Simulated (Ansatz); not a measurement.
# GaH₆NSi: a ladder of functionals and wavefunction methods

Aim: compute GaH₆NSi with functionals from several rungs and with coupled cluster, and see how far each lands from CCSD(T) at the basis-set limit for the atomisation energy.

The runs use Ansatz 0.2.0, Gaussian basis; functionals in def2-TZVPP, the program's frozen cores in correlated methods.

Levels to be run: LDA (SPW92), PBE-D4, revPBE-D4, BLYP-D4, r2SCAN-D4, B97M-V, PBE0-D4, B3LYP-D4, r2SCANh-D4, r2SCAN0-D4, HSE06-D4, BHLYP-D4, CAM-B3LYP-D4, LC-ωPBE, ωB97X-V, ωB97M-V, B2PLYP, PBE-QIDH; CCSD(T)/def2-SVP; CCSD(T)/def2-TZVPP; MP2/def2-QZVPP; extrapolation to the limit; RPA on PBE.

### Step 1. The relaxed structure

All runs share one geometry, relaxed beforehand with PBE0-D4 in a triple-zeta def2 set.

SMILES `N[SiH2][GaH2]`, 9 atoms, charge 0, spin multiplicity 1.

Atoms are counted from 1 here; the program's logs count them from 0.

Bond lengths: N1–Si2 1.727 Å, N1–H4 1.007 Å, N1–H5 1.008 Å, Si2–Ga3 2.410 Å, Si2–H6 1.491 Å, Si2–H7 1.502 Å, Ga3–H8 1.578 Å, Ga3–H9 1.574 Å. Angles: Si2–N1–H4 119.3°, Si2–N1–H5 120.3°, H4–N1–H5 110.8°, N1–Si2–Ga3 109.2°, N1–Si2–H6 107.7°, N1–Si2–H7 115.1°, Ga3–Si2–H6 111.5°, Ga3–Si2–H7 108.3°, H6–Si2–H7 104.9°, Si2–Ga3–H8 121.0°, Si2–Ga3–H9 121.9°, H8–Ga3–H9 117.1°.

### Step 2. LDA

This LDA is Slater exchange with PW92 correlation.

The input, in.yaml:

```yaml
crystal:
  periodic: [false, false, false]
  atoms:
    - {symbol: N, position_ang: [-0.982052, 0.631857, -1.185852]}
    - {symbol: Si, position_ang: [0.394797, 0.666430, -0.143159]}
    - {symbol: Ga, position_ang: [0.327025, -1.243278, 1.326138]}
    - {symbol: H, position_ang: [-1.294170, -0.248909, -1.561056]}
    - {symbol: H, position_ang: [-1.139668, 1.377281, -1.845788]}
    - {symbol: H, position_ang: [0.354279, 1.946369, 0.620623]}
    - {symbol: H, position_ang: [1.723691, 0.675899, -0.842721]}
    - {symbol: H, position_ang: [-0.578922, -2.491823, 0.994405]}
    - {symbol: H, position_ang: [1.195019, -1.313835, 2.637421]}
basis:
  gaussian: {orbitals: def2-TZVPP}
hamiltonian: {xc: lda}
output: {orbitals: {seedname: orbitals}}
```

Launch:

```
ansatz run in.yaml --threads 2 --pin off --events-out ev --progress --plain --max-ram 4352MiB
```

After this run come: PBE-D4 (GGA); revPBE-D4 (GGA); BLYP-D4 (GGA); r2SCAN-D4 (meta-GGA); B97M-V (meta-GGA); B3LYP-D4 (hybrid); r2SCANh-D4 (hybrid); r2SCAN0-D4 (hybrid); HSE06-D4 (hybrid); BHLYP-D4 (hybrid); CAM-B3LYP-D4 (range-separated); LC-ωPBE (range-separated); ωB97X-V (range-separated); ωB97M-V (range-separated); B2PLYP (double hybrid); PBE-QIDH (double hybrid); CCSD(T) in def2-SVP; CCSD(T) in def2-TZVPP; MP2 in def2-QZVPP; RPA on PBE orbitals.

**Question.** What will the summary of the whole plan be? Wanted: atomisation energy, CCSD(T)/CBS; farthest beyond LDA; mean size of error, GGA; mean size of error, meta-GGA; mean size of error, hybrid; mean size of error, range-separated; mean size of error, double hybrid; gap, smallest and largest; T1 diagnostic.

As calculated:

| quantity | value |
| --- | --- |
| atomisation energy, CCSD(T)/CBS | 26.348 eV |
| functionals within 0.263 eV (1.0 %) | PBE-D4, r2SCAN-D4, B97M-V, B3LYP-D4, CAM-B3LYP-D4, ωB97X-V, ωB97M-V |
| farthest beyond LDA | revPBE-D4 (-0.704 eV) |
| mean size of error, GGA | 0.424 eV |
| mean size of error, meta-GGA | 0.140 eV |
| mean size of error, hybrid | 0.375 eV |
| mean size of error, range-separated | 0.141 eV |
| mean size of error, double hybrid | 0.472 eV |
| gap, smallest and largest | 2.96 eV (LDA (SPW92)), 9.88 eV (LC-ωPBE) |
| T1 diagnostic | 0.0123 |
| triples share of the correlation energy | 3.5 % |

The LDA atomisation energy is off by 3.077 eV (12 %): it overbinds. PBE-D4 misses by -0.214 eV. Double hybrids carry the basis error of their MP2 part in triple zeta, and no dispersion term here, so their miss is partly the set-up's. The rungs meta-GGA, range-separated miss on average by less than the doubt on the reference (0.263 eV), so they tie. The reference freezes the cores and leaves out relativity and excitations past (T), and its outer-core shells are covered unevenly, so misses under about 0.263 eV can't be ranked. Hartree-Fock recovers 71 % of the binding; the rest is correlation. CCSD(T) in def2-SVP is off by -2.106 eV, which most functionals beat. Orbital gaps span 3.0 to 9.9 eV; exact exchange widens them. Correlated methods include outer-core shells of Ga, which these sets cover unevenly.
